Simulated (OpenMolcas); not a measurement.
# Cu²⁺ among point charges: CASSCF and CASPT2 levels and susceptibility

How does a field of 4 point charges split the states of Cu²⁺, and what χT follows?

The numbers are computed with OpenMolcas 26.06 (state-averaged CASSCF and CASPT2, spin-orbit coupling by RASSI with atomic mean-field integrals), except any that are marked as measured or tabulated.

## 1. Starting point

- Species: Cu²⁺ (copper, Z = 29, 27 electrons)
- Basis: ANO-RCC-VDZP [5s4p2d1f], 34 functions
- Scalar Hamiltonian: DKH2, point nucleus
- Inactive shells: 1s 2s 2p 3s 3p
- Active space: 9 electrons in 5 orbitals (3d)
- Some configurations of this space: 3d⁹
- Orbitals: optimised for each spin and parity, averaged over all roots

Outer shells as boxes (Hund's rule):

3d9
```
3d [↑↓][↑↓][↑↓][↑↓][↑ ]
```

The ion sits among 4 point charges of -2.5 e arranged as a tetrahedron (Td), 1.86 Å from the ion.

Each step is its own input file, run in one work folder so that later steps find the files of earlier ones. Labels, J, g values, rates, χT and fits are worked out afterwards by a script from the matrices that RASSI stores.

## 2. GATEWAY and SEWARD: basis and integrals

a.inp

```
&GATEWAY
Coord
1

Cu 0.0 0.0 0.0
Basis=ANO-RCC-VDZP
Group=NoSym
NoMove
AngMom=0.0 0.0 0.0
AMFI
XField
4 Angstrom 0
1.073872 1.073872 1.073872 -2.500000
1.073872 -1.073872 -1.073872 -2.500000
-1.073872 1.073872 -1.073872 -2.500000
-1.073872 -1.073872 1.073872 -2.500000
&SEWARD
```

On the command line:

```console
OMP_NUM_THREADS=1 MOLCAS_MEM=1689 MOLCAS_PROJECT=a pymolcas a.inp > a.log
```

## 3. Reference wave functions, doublets, 5 roots

a.inp

```
&RASSCF
FileOrb=start.orb
Symmetry=1
Spin=2
nActEl=9 0 0
Inactive=9
Ras2=5
CIRoot=5 5 1
SDav=5
CIMx=300
Iter=120 100
PrWF=0.3
OrbListing=Nothing
MaxOrb=0
>>> COPY $Project.JobIph JOB001
```

start.orb holds the contracted functions of the basis, ordered by shell, or the orbitals of the step before.

## 4. RASSI: spin-orbit coupling between the states

a.inp

```
&RASSI
NrOfJobIphs=1 5
1 2 3 4 5
IphNames
JOB001
EJob
SpinOrbit
DIPRint=1.0
SOCoupling=1000.0
Subsets=2
Property=9
'ANGMOM' 1 'ANGMOM' 2 'ANGMOM' 3 'MLTPL  1' 1 'MLTPL  1' 2 'MLTPL  1' 3
'AMFI' 1 'AMFI' 2 'AMFI' 3
SOProperty=3
'ANGMOM' 1 'ANGMOM' 2 'ANGMOM' 3
```

## 5. CASPT2: IPEA 0.25, imaginary shift 0.1 (closed shells correlated: 3s 3p)

a.inp

```
>>> COPY JOB001 $Project.JobIph
&CASPT2
Multistate=5 1 2 3 4 5
NoMult
Frozen=5
IPEA=0.25
Imaginary=0.1
MaxIter=60
WThr=0.0 0.3 0.05
PrWF=0.5
NoMix
```

(Steps that only read results are left out.)

**Question.** What will these runs give? Wanted: spin-free ground state; first state of the same spin within the active space; lowest level; next level.

The runs gave:

```
                                            quantity                                                                        value
                                              method  SS-CASPT2, IPEA 0.25, imaginary shift 0.1 (closed shells correlated: 3s 3p)
                              spin-free ground state                                              2T2, 3-fold in its orbital part
first state of the same spin within the active space                                                              2E at 1840 cm⁻¹
                                        lowest level                                              2-fold Γ7, g = 1.98, 1.98, 1.98
                                          next level                                                                   717.0 cm⁻¹
                                         χT at 300 K                                                               1.01 cm³ K/mol
                           effective moment at 300 K                                                                      2.85 μB
```

Cost by method:

| method | time of its own steps | time with the reference |
| --- | --- | --- |
| A. CASSCF | 1.7 s | 1.7 s |
| B. SS-CASPT2, IPEA 0.25, imaginary shift 0.1, +3s 3p | 0.57 s | 2.2 s |

Times are of one thread on a shared host.

**Reading.** The spin-free ground state (2T2) comes to 100 % from free-ion D terms and keeps the highest spin of the shell. χT at 300 K is 1.01, against 0.38 cm³ K/mol for the spin alone, so orbital moment adds to it. A ligand-field fit to the states below 45000 cm-1 gives 10Dq = -1842 cm-1, the gap between the two states. The field of point charges can differ much from that of real complexes. Point charges carry no covalency, so the field is a model and not that of real ligands.
